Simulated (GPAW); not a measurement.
# LaFeGe (P-6m2) in GPAW: reference runs

Reference runs on LaFeGe: the cell as given.

Program: GPAW 26.7.0. These are calculated values, not measurements. Logs are shortened: lines on timing, memory, paths and dates and some standing lists are left out, and cuts for length are marked. The log counts tension as positive stress, the text compression.

### Step 1. Starting point

The structure is hexagonal, space group P-6m2 (No. 187). The conventional cell has a = 4.232 Å, b = 4.232 Å, c = 4.286 Å, α = 90.00°, β = 90.00°, γ = 120.00°. Around La (site symmetry -6m2) lie 6 Ge at 3.25 Å and 6 Fe at 3.25 Å. Ge (site symmetry -6m2) has 3 Fe at 2.44 Å as nearest neighbours. Around Fe (site symmetry -6m2) lie 3 Ge at 2.44 Å.

The cell comes from a database or a generator and needn't be the stable form of this composition.

### Step 2. Single point, PBE, collinear spin, ferromagnetic start

run.py

```python
from ase import Atoms
from ase.dft.bandgap import bandgap
from ase.io import write
from ase.units import Bohr, GPa
from gpaw import GPAW, PW
from gpaw.elf import elf_from_dft_calculation

atoms = Atoms(['La', 'Ge', 'Fe'],
              cell=[[4.2318077991, 0.0, 0.0],
                    [-2.1159038996, 3.664853058, 0.0],
                    [0.0, 0.0, 4.285784]],
              scaled_positions=[[0.0, 0.0, 0.0],
                                [0.6666666667, 0.3333333333, 0.5],
                                [0.3333333333, 0.6666666667, 0.5]],
              pbc=True)
atoms.set_initial_magnetic_moments([0.0, 0.0, 3.0])

calc = GPAW(mode=PW(800),
            xc='PBE',
            kpts={'size': (7, 7, 6), 'gamma': True},
            occupations={'name': 'fermi-dirac', 'width': 0.05},
            nbands=27,
            convergence={'density': 1e-05, 'energy': 1e-05},
            maxiter=150,
            txt='gpaw.txt')
atoms.calc = calc
energy = atoms.get_potential_energy()
forces = atoms.get_forces()
stress = atoms.get_stress()
calc.write('gs.gpw')
write('result.traj', atoms)
print(f'Energy: {energy:.6f} eV')
print('Forces (eV/A):')
print(forces.round(4))
print('Stress (GPa):', (stress / GPa).round(3))
print('Moments:', calc.get_magnetic_moments().round(3))
print('Fermi level:', round(calc.get_fermi_level(), 4), 'eV')
print(f'Gap: {bandgap(calc)[0]:.4f} eV, direct: {bandgap(calc, direct=True)[0]:.4f} eV')

# fields on the real-space grid
write('density.cube', atoms, data=calc.get_pseudo_density() * Bohr**3)
write('potential.cube', atoms, data=calc.get_electrostatic_potential())
write('spin.cube', atoms, data=(calc.get_pseudo_density(spin=0) - calc.get_pseudo_density(spin=1)) * Bohr**3)
write('elf.cube', atoms, data=elf_from_dft_calculation(calc).data)
```

Potentials or basis: GPAW PAW data sets (gpaw-data 1.2.1), pw.

Launch:

```sh
OMP_NUM_THREADS=1 python run.py
```

gpaw.txt:

```text
__  _  _
 | _ |_)|_||  |
 |__||  | ||/\| - 26.7.0

Input parameters:
  mode=PW(ecut=800.0),
  convergence={'density': 1e-05, 'energy': 1e-05},
  kpts=MonkhorstPack(size=(7, 7, 6), gamma=True),
  maxiter=150,
  nbands=27,
  occupations=Occupations(name='fermi-dirac', width=0.05),
  xc=XC(name='PBE')

Diagonalizing LCAO Hamiltonian
Converting LCAO to pw mode

         Fe
             Ge

       La

Atoms  # Å, Bohr magnetons
|   | symbol |         x |        y |        z |    initial magnetic moments |
|---|--------|-----------|----------|----------|-----------------------------|
| 0 |     La |  0.000000 | 0.000000 | 0.000000 | ( 0.0000,  0.0000,  0.0000) |
| 1 |     Ge |  2.115904 | 1.221618 | 2.142892 | ( 0.0000,  0.0000,  0.0000) |
| 2 |     Fe | -0.000000 | 2.443235 | 2.142892 | ( 0.0000,  0.0000,  3.0000) |

Unit cell  # Å
| periodic |         x |        y |        z |  lengths |     angles |
|----------|-----------|----------|----------|----------|------------|
|      yes |  4.231808 | 0.000000 | 0.000000 | 4.231808 |  90.000000 |
|      yes | -2.115904 | 3.664853 | 0.000000 | 4.231808 |  90.000000 |
|      yes |  0.000000 | 0.000000 | 4.285784 | 4.285784 | 120.000000 |

Number of symmetries: 12
Symmetry operations  # r_c * U_cc + t_c -> r_c
|    | kind |            matrix            |
|----|------|------------------------------|
|  0 |  σ   |  1, 1, 0,  0,-1, 0,  0, 0, 1 |
|  1 |  C2  |  1, 1, 0,  0,-1, 0,  0, 0,-1 |
|  2 |  E   |  1, 0, 0,  0, 1, 0,  0, 0, 1 |
|  3 |  σ   |  1, 0, 0,  0, 1, 0,  0, 0,-1 |
|  4 |  C3  |  0, 1, 0, -1,-1, 0,  0, 0, 1 |
|  5 |  S3  |  0, 1, 0, -1,-1, 0,  0, 0,-1 |
|  6 |  σ   |  0,-1, 0, -1, 0, 0,  0, 0, 1 |
|  7 |  C2  |  0,-1, 0, -1, 0, 0,  0, 0,-1 |
|  8 |  σ   | -1, 0, 0,  1, 1, 0,  0, 0, 1 |
|  9 |  C2  | -1, 0, 0,  1, 1, 0,  0, 0,-1 |
| 10 |  C3  | -1,-1, 0,  1, 0, 0,  0, 0, 1 |
| 11 |  S3  | -1,-1, 0,  1, 0, 0,  0, 0,-1 |

BZ-sampling:
  Number of BZ points: 294
  Number of IBZ points: 32

  Monkhorst-Pack size: [7, 7, 6]
  Monkhorst-Pack shift: [0.0, 0.0, 0.08333333333333333]

K-points  # in reciprocal-cell coordinates
|     |                                coordinates |     weight |
|-----|--------------------------------------------|------------|
|   0 | (  0.00000000,   0.00000000,   0.00000000) | 0.00340136 |
|   1 | (  0.00000000,   0.00000000,   0.16666667) | 0.00680272 |
|   2 | (  0.00000000,   0.00000000,   0.33333333) | 0.00680272 |
|   3 | (  0.00000000,   0.00000000,   0.50000000) | 0.00340136 |
|   4 | (  0.14285714,   0.00000000,   0.00000000) | 0.02040816 |
|   5 | (  0.14285714,   0.00000000,   0.16666667) | 0.04081633 |
|   6 | (  0.14285714,   0.00000000,   0.33333333) | 0.04081633 |
|   7 | (  0.14285714,   0.00000000,   0.50000000) | 0.02040816 |
|   8 | (  0.28571429,  -0.14285714,   0.00000000) | 0.02040816 |
|   9 | (  0.28571429,  -0.14285714,   0.16666667) | 0.04081633 |
| ... |                                            |            |
|  31 | (  0.42857143,   0.42857143,   0.50000000) | 0.02040816 |

Plane wave coefficients: 3430
Cutoff: 800.0 eV

Spin-components: 2 (collinear spins)
Bands:           27
Projectors:      19
Spin-degeneracy: 1
Datatype:        complex128

[... 86 lines left out ...]
    |    p |        |      25.885 |    1.058 |
    |    d |        |      19.706 |    1.058 |

    Using partial waves for Fe as LCAO basis

Reference energy: -322830.215174  # eV

eigensolver:
  PPCG
  Converge bands: occupied
  niter=2

density mixing:
  MSR1-Mixer
  Pratt-step length: 0.05
  Maximum mixing coefficient: 0.75
  Old densities: 10
  SVD Regularization: 0.005
  Good broyden scale: 1.0
  Trust region scale: 1.0
  Backstep threshold: 4.0
  History deletion threshold: 6.0
  Fourier metric: weight=20.0, sigma=0.015

occupation numbers:
  Fermi-Dirac:
    width: 0.0500  # eV

poisson solver:
  ecut: 6400.0  # eV

xc functional:
  name: PBE with 2 nearest neighbor stencil

convergence criteria:
- Maximum integral of absolute [dens]ity change: 1e-05 electrons / valence electron
- Maximum [total energy] change in last 3 cyles: 1e-05 eV / valence electron
- Maximum integral of absolute [eigenst]ate change: 4e-08 eV^2 / valence electron
maximum number of iterations: 150

SCF iterations
|iter     | |      energy | eigst |  dens |  magmom |
|---------|-|-------------|-------|-------|---------|
|iter:   1| |  -20.156936 | -0.09 |       |  +3.0127|
|iter:   2| |  -19.465695 | -1.45 | -0.74 |  +2.9377|
|iter:   3| |  -19.368194 | -2.47 | -1.04 |  +2.8890|
|iter:   4| |  -19.313680 | -2.38 | -1.18 |  +2.7726|
|iter:   5| |  -19.335075 | -2.52 | -1.37 |  +2.6523|
|iter:   6| |  -19.358401 | -3.03 | -1.50 |  +2.4806|
|iter:   7| |  -19.366282 | -3.18 | -1.82 |  +2.3491|
|iter:   8| |  -19.368733 | -3.71 | -2.09 |  +2.2501|
|iter:   9| |  -19.369903 | -3.88 | -2.45 |  +2.1556|
|iter:  10| |  -19.370032 | -4.95 | -2.80 |  +2.1307|
|iter:  11| |  -19.370095c| -5.62 | -3.03 |  +2.1266|
|iter:  12| |  -19.370116c| -5.88 | -3.43 |  +2.1233|
|iter:  13| |  -19.370129c| -6.46 | -3.77 |  +2.1220|
|iter:  14| |  -19.370134c| -6.36 | -4.10 |  +2.1218|
|iter:  15| |  -19.370136c| -7.48c| -4.48 |  +2.1225|
|iter:  16| |  -19.370136c| -7.80c| -4.86 |  +2.1226|
|iter:  17| |  -19.370136c| -8.23c| -5.33c|  +2.1225|

Converged in 17 steps
Energy contributions relative to reference atoms: (reference = -322830.215174)

Energy contributions:
  Kinetic:          34.985549
  Coulomb:         -29.235760
  Zero:             -0.427246
  External:          0.000000
  Xc:              -24.672451
  Entropy:          -0.040456
  Spinorbit:         0.000000
  ----------------------------
  Free energy:     -19.390364
  Extrapolated:    -19.370136

dipole moment: (-13.376558, -23.548685, -27.427467)  # |e|*Ang

Total magnetic moment: (0.000000, 0.000000, 2.122545)

Local magnetic moments
|        x |        y |         z |
|----------|----------|-----------|
| 0.000000 | 0.000000 | -0.031814 |  # La   0
| 0.000000 | 0.000000 | -0.003676 |  # Ge   1
| 0.000000 | 0.000000 |  2.122448 |  # Fe   2

Fermi level: 9.062
Eigenvalues  # (at kpt = [0.000, 0.000, 0.000])
| band index |      eig [eV] | occ [0-1] |      eig [eV] | occ [0-1] |
|------------|---------------|-----------|---------------|-----------|
|          0 |       -23.224 |     1.000 |       -23.257 |     1.000 |
|        ... |               |           |               |           |
|          2 |        -6.788 |     1.000 |        -6.840 |     1.000 |
|          3 |        -6.788 |     1.000 |        -6.840 |     1.000 |
|          4 |        -0.234 |     1.000 |        -0.140 |     1.000 |
|          5 |         6.011 |     1.000 |         7.027 |     1.000 |
|          6 |         6.011 |     1.000 |         7.027 |     1.000 |
|          7 |         6.481 |     1.000 |         7.386 |     1.000 |
[... 8 lines left out ...]
|         16 |        11.500 |     0.000 |        11.602 |     0.000 |
|         17 |        11.578 |     0.000 |        11.627 |     0.000 |
|        ... |               |           |               |           |
|         26 |        16.112 |     0.000 |        16.454 |     0.000 |

No gap
No difference between direct/indirect transitions

Forces  # eV/Ang
|        x |       y |       z |
|----------|---------|---------|
| -0.00000 | 0.00000 | 0.00000 |  # La   0
| -0.00000 | 0.00000 | 0.00000 |  # Ge   1
| -0.00000 | 0.00000 | 0.00000 |  # Fe   2

Stress tensor  # eV/Ang^3
|         x |         y |        z |
|-----------|-----------|----------|
| -0.000092 | -0.000000 | 0.000000 |
| -0.000000 | -0.000092 | 0.000000 |
|  0.000000 |  0.000000 | 0.002100 |

# Writing to gs.gpw (mode='')
```

Wall time 2.8 min (1 thread of Arm Neoverse V2, shared host); peak memory 0.33 GiB.

What came out:

```
Free energy            : -19.3904 eV
Pressure               : -0.1 GPa
Band gap on the k mesh : none (metal or under the smearing width)
Net moment             : 2.12 μB per cell
Site moments           : La -0.03; Ge -0.00; Fe +2.12 μB
```

Stress tensor (GPa, compression positive):
```
 0.01  0.00  0.00
 0.00  0.01  0.00
 0.00  0.00 -0.34
```

Levels at points of the mesh, in eV from the Fermi level:
Spin up:
```tsv
k point	band 8	band 9	band 10	band 11	band 12	band 13	band 14	band 15	band 16	band 17
(0.00, 0.00, 0.00)	-2.58	-1.80	-1.80	0.08	0.34	0.34	0.46	1.85	2.44	2.44
(0.00, 0.00, 0.50)	-3.21	-1.96	-1.96	-1.62	1.41	1.41	1.92	2.17	2.17	2.35
```
Spin down:
```tsv
k point	band 7	band 8	band 9	band 10	band 11	band 12	band 13	band 14
(0.00, 0.00, 0.00)	-2.03	-1.68	-0.17	-0.17	0.18	0.91	0.96	0.96
(0.00, 0.00, 0.50)	-2.13	-2.13	-0.60	-0.60	0.48	1.70	1.70	1.81
```

Caveat: one-centre terms of the f shell are cut off. Spin-orbit coupling is left out, which matters for the levels of La.
